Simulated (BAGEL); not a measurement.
# CH7NOSi (SMILES OCN[SiH3]): a chain of runs

Aim: a single-point energy (HF/cc-pVDZ), then a single-point energy (NEVPT2(2,2)/cc-pVDZ), then the energy (CASPT2(2,2)/cc-pVDZ) of CH7NOSi. 

Program for the calculation: BAGEL 1.2.2.

1 further run of the same task is left out (set aside as unsound or not needed).

## Step 1: Starting point

The species is CH7NOSi (11 atoms), meant as a singlet with charge 0. As SMILES, `OCN[SiH3]`. The C2–N3 distance was set to 3.295 Å, away from the relaxed value. At this shape a bond of the SMILES string is far longer than usual.

Bond lengths: O1–C2 1.405 Å, N3–Si4 1.720 Å, O1–H5 0.962 Å, C2–H6 1.095 Å, C2–H7 1.100 Å, N3–H8 1.009 Å, Si4–H9 1.487 Å, Si4–H10 1.492 Å, Si4–H11 1.485 Å. Some angles: O1–C2–H6 104.7°, O1–C2–H7 111.2°, C2–O1–H5 107.2°, N3–Si4–H9 108.0°, N3–Si4–H10 115.2°, N3–Si4–H11 107.6°, Si4–N3–H8 119.4°, H6–C2–H7 107.8°, H9–Si4–H10 107.2°, H9–Si4–H11 111.1°.

## Step 2: A single-point energy at HF/cc-pVDZ (density fitting with svp-jkfit) (run 1)

input.json

```json
{ "bagel" : [

{
  "title" : "molecule",
  "basis" : "cc-pvdz.json",
  "df_basis" : "svp-jkfit",
  "angstrom" : true,
  "geometry" : [
    { "atom" : "O", "xyz" : [      -1.248690,       3.631210,      -0.289324 ] },
    { "atom" : "C", "xyz" : [      -0.050490,       3.020510,       0.118476 ] },
    { "atom" : "N", "xyz" : [       0.021500,      -0.204300,      -0.552200 ] },
    { "atom" : "Si", "xyz" : [       0.472500,      -1.425900,       0.571200 ] },
    { "atom" : "H", "xyz" : [      -1.971390,       3.113810,       0.079776 ] },
    { "atom" : "H", "xyz" : [       0.736210,       3.575810,      -0.402224 ] },
    { "atom" : "H", "xyz" : [       0.110110,       3.143310,       1.199476 ] },
    { "atom" : "H", "xyz" : [       0.033200,      -0.410500,      -1.539700 ] },
    { "atom" : "H", "xyz" : [      -0.212700,      -1.140500,       1.860100 ] },
    { "atom" : "H", "xyz" : [       1.934400,      -1.515500,       0.858100 ] },
    { "atom" : "H", "xyz" : [       0.037100,      -2.731600,       0.012700 ] }
  ]
},

{
  "title" : "hf"
},

{
  "title" : "print",
  "file" : "orbitals.molden",
  "orbitals" : true
}

]}
```

The basis set cc-pVDZ is read from a file made from the Basis Set Exchange's data (not shown).

Launch:

```
$ BAGEL_NUM_THREADS=1 BAGEL input.json > input.out
```

What it wrote:

```text
* using 1 threads per process

  ===============================================================
  ===============================================================

  *** Geometry ***

  { "atom" : "O", "xyz" : [     -2.359682,      6.861992,     -0.546743 ] },
  { "atom" : "C", "xyz" : [     -0.095412,      5.707937,      0.223887 ] },
  { "atom" : "N", "xyz" : [      0.040629,     -0.386071,     -1.043507 ] },
[... 7 lines of this table left out ...]
  { "atom" : "H", "xyz" : [      0.070109,     -5.161976,      0.024000 ] },

  Number of auxiliary basis functions:      483

  Since a DF basis is specified, we compute 2- and 3-index integrals:
    o Being stored without compression. Storage requirement is 0.035 GB

  Number of basis functions:       95
  Number of electrons      :       42

    * METHOD: MOLECULE                             0.26

  *** RHF ***

  === Nuclear Repulsion ===
   141.3620923770

      * DIIS with orbital gradients will be used.

  === RHF iteration (cc-pvdz.json) ===
      0       -459.49845632          0.01938891           0.07
      1       -458.84359656          0.03218408           0.07
      2       -459.84877640          0.00792867           0.07
[... 21 lines of this table left out ...]
     24       -459.93086674          0.00000000           0.07
    * SCF iteration converged.

    * Permanent dipole moment:
           (    0.339693,    -2.395189,    -0.314835) a.u.

    * METHOD: HF                                   1.87

    * METHOD: PRINT                                0.02

  ===============================================================
```

Run time: 2.3 s. Hardware: 1 thread of Arm Neoverse V1, shared host.

## Step 3: The energy at NEVPT2(2,2)/cc-pVDZ (density fitting with svp-jkfit) (run 2)

input.json

```json
{ "bagel": [

{
  "title": "molecule",
  "basis": "cc-pvdz.json",
  "df_basis": "svp-jkfit",
  "angstrom": true,
  "geometry": [
    { "atom": "O", "xyz": [   -1.248690,    3.631210,   -0.289324 ] },
    { "atom": "C", "xyz": [   -0.050490,    3.020510,    0.118476 ] },
    { "atom": "N", "xyz": [    0.021500,   -0.204300,   -0.552200 ] },
    { "atom": "Si", "xyz": [    0.472500,   -1.425900,    0.571200 ] },
    { "atom": "H", "xyz": [   -1.971390,    3.113810,    0.079776 ] },
    { "atom": "H", "xyz": [    0.736210,    3.575810,   -0.402224 ] },
    { "atom": "H", "xyz": [    0.110110,    3.143310,    1.199476 ] },
    { "atom": "H", "xyz": [    0.033200,   -0.410500,   -1.539700 ] },
    { "atom": "H", "xyz": [   -0.212700,   -1.140500,    1.860100 ] },
    { "atom": "H", "xyz": [    1.934400,   -1.515500,    0.858100 ] },
    { "atom": "H", "xyz": [    0.037100,   -2.731600,    0.012700 ] }
  ]
},
{
  "title": "hf"
},
{
  "title": "nevpt2",
  "nstate": 1,
  "nact": 2,
  "nclosed": 20,
  "active": [21, 22],
  "maxiter": 200,
  "natocc": true,
  "ncore": 8
},
{
  "title": "print",
  "file": "orbitals.molden",
  "orbitals": true
}

]}
```

The basis set cc-pVDZ is read from a file made from the Basis Set Exchange's data (not shown).

Launch:

```
$ BAGEL_NUM_THREADS=1 BAGEL input.json > input.out
```

What it wrote:

```text
* using 1 threads per process

  ===============================================================
  ===============================================================

  *** Geometry ***

  { "atom" : "O", "xyz" : [     -2.359682,      6.861992,     -0.546743 ] },
  { "atom" : "C", "xyz" : [     -0.095412,      5.707937,      0.223887 ] },
  { "atom" : "N", "xyz" : [      0.040629,     -0.386071,     -1.043507 ] },
[... 7 lines of this table left out ...]
  { "atom" : "H", "xyz" : [      0.070109,     -5.161976,      0.024000 ] },

[... 23 lines left out ...]
    * SCF iteration converged.
[... 1 line left out ...]
    * Permanent dipole moment:
[... 28 lines left out ...]
    * Second-order optimization converged. *
[... 9 lines left out ...]
     * ci vector, state   0, <S^2> = 0.0000
       2.     0.7404954322
       .2    -0.6720613922

  === DF-NEVPT2 calculation ===

    * 3-index integral transformation done
    * assembly done

      NEVPT2 correlation energy:   -0.5555606274      0.27

          (+0)     -0.4508563468
          (+0)'    -0.0137570572
          (+1)     -0.0245389089
          (+1)'    -0.0000000000
          (+2)     -0.0000279413
          (-1)     -0.0662844554
          (-1)'     0.0000000000
          (-2)     -0.0000959178

      NEVPT2 total energy:       -460.6281463642

    * METHOD: NEVPT2                               6.54

    * METHOD: PRINT                                0.02

  ===============================================================
```

Run time: 9 s. Hardware: 1 thread of Arm Neoverse V1, shared host.

## Step 4: The energy at CASPT2(2,2)/cc-pVDZ (density fitting with svp-jkfit) (run 3)

input.json: that of step 3 with these lines changed.

```diff
@@ -25,3 +25,3 @@
 {
-  "title": "nevpt2",
+  "title": "casscf",
   "nstate": 1,
@@ -31,4 +31,3 @@
   "maxiter": 200,
-  "natocc": true,
-  "ncore": 8
+  "natocc": true
 },
@@ -38,2 +37,12 @@
   "orbitals": true
+},
+{
+  "title": "smith",
+  "method": "caspt2",
+  "ms": true,
+  "xms": true,
+  "sssr": true,
+  "shift": 0.2,
+  "shift_imag": true,
+  "ncore": 8
 }
```

The basis set cc-pVDZ is read from a file made from the Basis Set Exchange's data (not shown).

Launch:

```
$ BAGEL_NUM_THREADS=1 BAGEL input.json > input.out
```

What it wrote:

```text
* using 1 threads per process

  ===============================================================
  ===============================================================

  *** Geometry ***

  { "atom" : "O", "xyz" : [     -2.359682,      6.861992,     -0.546743 ] },
  { "atom" : "C", "xyz" : [     -0.095412,      5.707937,      0.223887 ] },
  { "atom" : "N", "xyz" : [      0.040629,     -0.386071,     -1.043507 ] },
[... 7 lines of this table left out ...]
  { "atom" : "H", "xyz" : [      0.070109,     -5.161976,      0.024000 ] },

[... 25 lines left out ...]
    * Permanent dipole moment:
[... 37 lines left out ...]
     * ci vector, state   0, <S^2> = 0.0000
[... 21 lines left out ...]
       #      aibj      arbs      arbi      airj      risj      airs      arst      rist         Etot      error   time
[... 8 lines left out ...]
      ------------------------------------------------------------------------------------------------------------------

    * CASPT2 energy : state  0     -460.6392407379
        w/o shift correction       -460.6363639803
        reference weight              0.8446929922

    * METHOD: SMITH                                0.94

  ===============================================================
```

It took 9.6 s on 1 thread of Arm Neoverse V1, shared host; peak memory 0.25 GiB.

## Step 5: What came out

| quantity | value |
| --- | --- |
| run 1, HF/cc-pVDZ: total energy | -459.93087 Eh |
| run 1, HF/cc-pVDZ: dipole moment | 6.20 D |
| run 1, HF/cc-pVDZ: HOMO energy | -7.47 eV |
| run 1, HF/cc-pVDZ: LUMO energy | -1.44 eV |
| run 1, HF/cc-pVDZ: HOMO–LUMO gap | 6.03 eV |
| run 2, NEVPT2(2,2)/cc-pVDZ: total energy | -460.62815 Eh |
| run 3, CASPT2(2,2)/cc-pVDZ: total energy | -460.63924 Eh |

In words: One bond (run 1, HF/cc-pVDZ) is far stretched, which a spin-restricted single reference describes badly; a broken-symmetry solution may lie lower.
